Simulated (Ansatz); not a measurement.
# HfH₂ (quintet): from Hartree-Fock to the top rungs at angle H2–Hf1–H3 = 85.8°, def2-SVP

Aim: climb from Hartree-Fock through coupled cluster and multireference methods for HfH₂ (quintet) at one geometry and basis, and see what each rung misses.

Computed with Ansatz 0.2.0, Gaussian basis. Level: def2-SVP, core rule «outside noble gas», up to 4 orbitals frozen.

The runs, in order: UHF; CCSD(T) on ROHF; CCSD(T) on UHF; CISD; CCSDT(Q) on ROHF; CCSDT(Q) on UHF; CASSCF and MRCISD+Q, 6 electrons in 6 orbitals; CASSCF and NEVPT2, 6 electrons in 6 orbitals; Full CI.

23 further runs of the same task are left out: 12 for a known fault of the program, 8 that didn't finish, 3 set aside as unsound or not needed.

**1. The geometry**

The geometry derives from a PBE0/def2-TZVP stationary point (not a proven minimum). One angle is set to the value named; bond lengths are kept. No spin-orbit coupling is included. Elements past krypton take def2 core potentials.

3 atoms, charge 0, spin multiplicity 5.

Atoms are counted from 1 here; the program's logs count them from 0.

Bond lengths: Hf1–H2 1.961 Å, Hf1–H3 1.961 Å. Angles: H2–Hf1–H3 85.8°.

Geometry (Å):

```
Hf   -0.01604    0.00000    0.00000
H     1.42055    0.00000   -1.33496
H     1.42055    0.00000    1.33496
```

**2. UHF**

Contents of in.yaml:

```yaml
crystal:
  periodic: [false, false, false]
  atoms:
    - {symbol: Hf, position_ang: [-0.016044, 0.000000, 0.000000]}
    - {symbol: H, position_ang: [1.420546, 0.000000, -1.334962]}
    - {symbol: H, position_ang: [1.420546, 0.000000, 1.334962]}
basis:
  gaussian: {orbitals: def2-SVP}
magnetization: {spin_polarized: true, initial_magnetization: 4}
hamiltonian: {xc: hf}
output: {orbitals: {seedname: orbitals}}
```

Started as:

```sh
ansatz run in.yaml --threads 1 --pin off --events-out ev --progress --plain --max-ram 2393MiB
```

After this run come: CCSD(T) on ROHF; CCSD(T) on UHF; CISD; CCSDT(Q) on ROHF; CCSDT(Q) on UHF; CASSCF and MRCISD+Q, 6 electrons in 6 orbitals; CASSCF and NEVPT2, 6 electrons in 6 orbitals; Full CI.

Before running them: what should the planned runs give, taken together? Wanted: FCI below the RHF energy; RMP2 from FCI; UMP2 from FCI; RCCSD from FCI; RCCSD(T) from FCI; UCCSD(T) from FCI; RCCSDT(Q) from FCI; UCCSDT(Q) from FCI; NEVPT2 pair from FCI.

As calculated:

| quantity | value |
| --- | --- |
| FCI below the RHF energy | -1.8969 eV |
| RMP2 from FCI | +15.17 kcal/mol |
| UMP2 from FCI | +14.79 kcal/mol |
| RCCSD from FCI | +3.08 kcal/mol |
| RCCSD(T) from FCI | +1.20 kcal/mol |
| UCCSD(T) from FCI | -0.16 kcal/mol |
| RCCSDT(Q) from FCI | -0.09 kcal/mol |
| UCCSDT(Q) from FCI | -1.37 kcal/mol |
| NEVPT2 pair from FCI | +14.78 kcal/mol |
| MRCISD+Q pair from FCI | +3.20 kcal/mol |
| levels within 1 kcal/mol (43 meV) | UCCSD(T), RCCSDT, RCCSDT(Q) |
| T1 diagnostic | 0.058 |
| effectively unpaired electrons | 4.08 |

**Reading.** RCCSD(T) lands +1.20 kcal/mol from the yardstick (2.7 % of the correlation energy). CCSD(T) misses by +1.20 kcal/mol on the restricted determinant and by -0.16 kcal/mol on the unrestricted one; the two need not hold the same state or core. UCCSD(T), UCCSDT, RCCSDT(Q), UCCSDT(Q) fall below full CI: unrestricted runs freeze a spin-polarised core, another one than full CI's, and coupled cluster isn't variational. The occupations are near whole numbers, but T1 = 0.058 shows that the orbitals relax strongly. Of the multireference levels listed MRCISD+Q pair comes nearest in total energy (+3.20 kcal/mol), which doesn't show that its space is the better one. Coupled cluster took another determinant than the lowest Hartree-Fock one. These misses are within one basis, not against nature; the frozen cores of restricted and unrestricted runs differ, which can shift their rows.
